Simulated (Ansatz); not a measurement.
# Reference phase of Ni, 1 atom

Aim: the perfect cell at several levels of theory (PBEsol, r²SCAN, HSE06 and PBE), as the reference that defects and stacks are counted from.

Program: Ansatz 0.2.0, PAW, plane waves. These are calculated values, not measurements.

## (1) Starting point

1 atoms (1 Ni); a = 2.450 Å, b = 2.450 Å, c = 2.450 Å, α = 60.00°, β = 60.00°, γ = 60.00°. Starting moments add up to 1 μB.

Plan of the steps: (2) PBEsol single point at a 13×13×13 mesh, on 2 threads; (3) r²SCAN single point at a 13×13×13 mesh, on 2 threads; (4) HSE06 single point at a 13×13×13 mesh, on 2 threads; (5) PBE single point at a 13×13×13 mesh, on 2 threads.

## (2) PBEsol on the given atoms

File in.yaml:

```yaml
crystal:
  lattice:
    - [0.000000, 1.732412, 1.732412]
    - [1.732412, 0.000000, 1.732412]
    - [1.732412, 1.732412, 0.000000]
  atoms:
    - { symbol: Ni, position: [0.000000, 0.000000, 0.000000], spin: 0.7 }
kpoints:
  mp_grid: { grid: [13, 13, 13] }
hamiltonian:
  xc: pbesol
magnetization:
  spin_polarized: true
scf:
  occupations: { method: fermi_dirac, width: 0.1 }
output:
  forces: true
  eigenvalues: true
  stress: true
  populations: true
```

Started as:

```console
$ ansatz run in.yaml --threads 2 --pin off --max-ram 4750MiB --runs-dir r --events-out ev --progress --plain
```

## (3) r²SCAN on the same atoms

Changes to in.yaml since step 2:

```diff
@@ -10,3 +10,3 @@
 hamiltonian:
-  xc: pbesol
+  xc: r2scan
 magnetization:
@@ -18,3 +18,2 @@
   eigenvalues: true
-  stress: true
   populations: true
```

## (4) HSE06 single point

Changes to in.yaml since step 3:

```diff
@@ -10,3 +10,3 @@
 hamiltonian:
-  xc: r2scan
+  xc: hse06
 magnetization:
```

## (5) Single point with PBE

Changes to in.yaml since step 4:

```diff
@@ -10,3 +10,3 @@
 hamiltonian:
-  xc: hse06
+  xc: pbe
 magnetization:
```

Q: Predict the outcome of this session. Wanted: for each run, energy; pressure; moment.

As calculated:

| level | time | energy (eV/atom) | pressure (GPa) | moment (μB) |
| --- | --- | --- | --- | --- |
| PBEsol | 3.2 s (2 CPU threads) | -5804.9769 | -0.04 | 0.62 |
| r²SCAN | 6.2 s (2 CPU threads) | -5845.2879 | - | 0.70 |
| HSE06 | 67 s (2 CPU threads) | -5837.6564 | - | 0.89 |
| PBE | 2.9 s (2 CPU threads) | -5839.7093 | - | 0.62 |

| quantity | value |
| --- | --- |
| largest local moment | +0.65 μB on Ni |

**In words.** No level run gives a gap: levels at the Fermi energy are partly filled. The HSE06 single point took about 21 times as long as the PBEsol one on the same kind of device.
